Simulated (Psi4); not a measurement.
# CH6Sn (SMILES [H][Sn]([H])([H])[CH3]): DSD-PBEP86/def2-SVP (core potential, density fitting for correlation)

Aim: the energy change on altering one bond length of CH6Sn at DSD-PBEP86/def2-SVP (core potential, density fitting for correlation), from 2 runs. 

The results are computed with Psi4 1.11.

3 further runs of the same task are left out: 3 set aside as unsound or not needed.

## Step 1: The system as given

CH6Sn has 8 atoms, charge 0, and is taken as a singlet. SMILES: `[H][Sn]([H])([H])[CH3]`. The shape comes from GFN2-xTB, which is rough for such elements, and wasn't checked as a minimum.

Bond lengths: Sn1–C2 2.146 Å, C2–H3 1.084 Å, C2–H4 1.084 Å, C2–H5 1.084 Å, Sn1–H6 1.658 Å, Sn1–H7 1.658 Å, Sn1–H8 1.658 Å. Some angles: Sn1–C2–H3 110.5°, Sn1–C2–H4 110.5°, Sn1–C2–H5 110.5°, C2–Sn1–H6 111.7°, C2–Sn1–H7 111.6°, C2–Sn1–H8 111.7°, H3–C2–H4 108.4°, H3–C2–H5 108.5°, H4–C2–H5 108.5°, H6–Sn1–H7 107.2°.

## Step 2: The energy at DSD-PBEP86/def2-SVP (core potential, density fitting for correlation)

Contents of calc.dat:

```
memory 1600 MB

molecule {
  0 1
  Sn    -0.000920     0.003050    -0.985350
  C      0.001870    -0.004250     1.160290
  H     -1.011380     0.046020     1.542100
  H      0.553080     0.847680     1.541410
  H      0.465660    -0.908820     1.535730
  H      1.538140    -0.016350    -1.601740
  H     -0.754420     1.350160    -1.591220
  H     -0.792040    -1.317480    -1.601220
  symmetry c1
}

set {
  basis                def2-SVP
  puream               true
  e_convergence        1e-09
  d_convergence        1e-08
  scf_type             pk
  dft_radial_points    99
  dft_spherical_points 590
  num_frozen_docc      5
}

e, wfn = energy('dsd-pbep86', return_wfn=True)
print_variables()
```

On the command line:

```bash
$ psi4 -i calc.dat -o calc.out -n 1
```

calc.out:

```text
[...]
    !!!  WARNING: ECP capability is in beta. Please check occupations closely.  !!!
[...]
  Running in c1 symmetry.
[...]
  Nuclear repulsion =   81.073786860285239
[...]
  Multiplicity = 1
[...]
  Nalpha       = 17
  Nbeta        = 17
[...]
    Number of basis functions: 70
[...]
   @RKS iter   1:  -255.11082058917432   -1.70670e+00   6.62940e-03 DIIS/ADIIS
[...]
   @RKS iter  10:  -255.22939469369533   -2.57842e-10   2.27858e-09 DIIS
[...]
    Orbital Energies [Eh]
    ---------------------
    Doubly Occupied:
       1A    -10.858083     2A     -5.585324     3A     -3.827961
       4A     -3.827960     5A     -3.827194     6A     -1.209703
       7A     -1.209693     8A     -1.207878     9A     -1.202269
      10A     -1.202264    11A     -0.847337    12A     -0.614984
      13A     -0.511815    14A     -0.511530    15A     -0.398169
      16A     -0.398036    17A     -0.379584
[...]
  @RKS Final Energy:  -255.22939469369533
   => Energetics <=
    Nuclear Repulsion Energy =             81.0737868602852387
    One-Electron Energy =                -592.1365874806838292
    Two-Electron Energy =                 263.2649483495073355
    DFT Exchange-Correlation Energy =      -7.4315424228040907
    Empirical Dispersion Energy =           0.0000000000000000
    VV10 Nonlocal Energy =                  0.0000000000000000
    Total Energy =                       -255.2293946936953546
[...]
 Multipole Moments:
 ------------------------------------------------------------------------------------
     Multipole            Electronic (a.u.)      Nuclear  (a.u.)        Total (a.u.)
 ------------------------------------------------------------------------------------
 L = 1.  Multiply by 2.5417464519 to convert [e a0] to [Debye]
 Dipole X            :         -0.0202140            0.0225172            0.0023032
 Dipole Y            :          0.0648417           -0.0662431           -0.0014014
 Dipole Z            :        -20.1702617           20.4845205            0.3142588
 Magnitude           :                                                    0.3142704
[...]
```

Run time: 11 s. Hardware: 1 thread of Intel Xeon Platinum 8375C at 2.90GHz (Ice Lake), shared host; peak memory 1.1 GiB.

## Step 3: The distorted shape, same level

Contents of job.py:

```python
import psi4

psi4.set_memory(1600000000)
psi4.set_num_threads(1)
psi4.set_output_file('run.log', False)

molecule = psi4.geometry("""
0 1
Sn    -0.231761     0.005960    -0.892899
C     -0.228971    -0.001340     1.252741
H     -1.242221     0.048930     1.634551
H      0.322239     0.850590     1.633861
H      0.234819    -0.905910     1.628181
H      1.538140    -0.016350    -1.601740
H     -0.985261     1.353070    -1.498769
H     -1.022881    -1.314570    -1.508769
symmetry c1
no_reorient
no_com
""")

psi4.set_options({
    'puream': True,
    'e_convergence': 1e-09,
    'd_convergence': 1e-08,
    'scf_type': 'pk',
    'dft_radial_points': 99,
    'dft_spherical_points': 590,
    'num_frozen_docc': 5,
})

E = psi4.energy("dsd-pbep86/def2-SVP", molecule=molecule)
print(f'total energy {E:.8f} hartree = {E * 27.211386:.5f} eV')
for k, v in sorted(psi4.core.scalar_variables().items()):
    print(f'{k:45s} {v:18.10f}')
```

On the command line:

```bash
$ python job.py
```

run.log:

```text
[...]
    !!!  WARNING: ECP capability is in beta. Please check occupations closely.  !!!
[...]
  Running in c1 symmetry.
[...]
  Nuclear repulsion =   80.050476062670768
[...]
  Multiplicity = 1
[...]
  Nalpha       = 17
  Nbeta        = 17
[...]
    Number of basis functions: 70
[...]
   @RKS iter   1:  -255.12554917585098   -1.70940e+00   5.94710e-03 ADIIS/DIIS
[...]
   @RKS iter  10:  -255.22260854558075   -1.27898e-12   1.62472e-09 DIIS
[...]
    Orbital Energies [Eh]
    ---------------------
    Doubly Occupied:
       1A    -10.862438     2A     -5.592532     3A     -3.835088
       4A     -3.835055     5A     -3.834281     6A     -1.216496
       7A     -1.214972     8A     -1.213129     9A     -1.209121
      10A     -1.209104    11A     -0.851005    12A     -0.606275
      13A     -0.515325    14A     -0.514662    15A     -0.402299
      16A     -0.386885    17A     -0.373138
[...]
  @RKS Final Energy:  -255.22260854558075
   => Energetics <=
    Nuclear Repulsion Energy =             80.0504760626707679
    One-Electron Energy =                -589.9813276874292569
    Two-Electron Energy =                 262.1267323562885281
    DFT Exchange-Correlation Energy =      -7.4184892771108020
    Empirical Dispersion Energy =           0.0000000000000000
    VV10 Nonlocal Energy =                  0.0000000000000000
    Total Energy =                       -255.2226085455807549
[...]
 Multipole Moments:
 ------------------------------------------------------------------------------------
     Multipole            Electronic (a.u.)      Nuclear  (a.u.)        Total (a.u.)
 ------------------------------------------------------------------------------------
 L = 1.  Multiply by 2.5417464519 to convert [e a0] to [Debye]
 Dipole X            :         14.2118025          -14.4143263           -0.2025238
 Dipole Y            :         -0.2610789            0.2623696            0.0012907
 Dipole Z            :         22.7834583          -22.3743895            0.4090689
 Magnitude           :                                                    0.4564591
[...]
```

The script printed:

```text
total energy -255.37071532 hartree = -6948.99111 eV
CURRENT ENERGY                                   -255.3707153164
CURRENT REFERENCE ENERGY                         -255.2226085456
DD SOLVATION ENERGY                                 0.0000000000
DFT FUNCTIONAL TOTAL ENERGY                      -255.2226085456
DFT TOTAL ENERGY                                 -255.3707153164
DFT VV10 ENERGY                                     0.0000000000
DFT XC ENERGY                                      -7.4184892771
DOUBLE-HYBRID CORRECTION ENERGY                    -0.1481067708
DSD-PBEP86 DOUBLE-HYBRID CORRECTION ENERGY         -0.1481067708
DSD-PBEP86 TOTAL ENERGY                          -255.3707153164
GRID ELECTRONS ALPHA                               16.9999999164
GRID ELECTRONS BETA                                16.9999999164
GRID ELECTRONS TOTAL                               33.9999998329
NUCLEAR REPULSION ENERGY                           80.0504760627
ONE-ELECTRON ENERGY                              -589.9813276874
PCM POLARIZATION ENERGY                             0.0000000000
PE ENERGY                                           0.0000000000
SCF ITERATION ENERGY                             -255.2226085456
SCF ITERATIONS                                     10.0000000000
SCF TOTAL ENERGY                                 -255.2226085456
TWO-ELECTRON ENERGY                               262.1267323563
XC GRID RADIAL POINTS                              99.0000000000
XC GRID SPHERICAL POINTS                          590.0000000000
XC GRID TOTAL POINTS                           444267.0000000000
```

Run time: 12 s. Hardware: 1 thread of Intel Xeon Platinum 8375C at 2.90GHz (Ice Lake), shared host; peak memory 1.1 GiB.

## Step 4: What came out

Level: DSD-PBEP86/def2-SVP (core potential, density fitting for correlation), 5 core orbitals frozen.

```
                                                          quantity          value
                                         first shape: total energy  -255.37755 Eh
                    first shape: HOMO energy (SCF part's orbitals)      -10.33 eV
                    first shape: LUMO energy (SCF part's orbitals)        2.42 eV
                  first shape: HOMO–LUMO gap (SCF part's orbitals)       12.75 eV
                                     distorted shape: total energy  -255.37072 Eh
                distorted shape: HOMO energy (SCF part's orbitals)      -10.15 eV
                distorted shape: LUMO energy (SCF part's orbitals)        2.37 eV
              distorted shape: HOMO–LUMO gap (SCF part's orbitals)       12.52 eV
energy change with the Sn1–H6 bond stretched from 1.658 to 1.907 Å       0.186 eV
```

What this shows: With the Sn1–H6 bond stretched from 1.658 to 1.907 Å the energy rises by 0.19 eV (17.9 kJ/mol). The first shape isn't relaxed at this level, so the change isn't measured from a minimum.
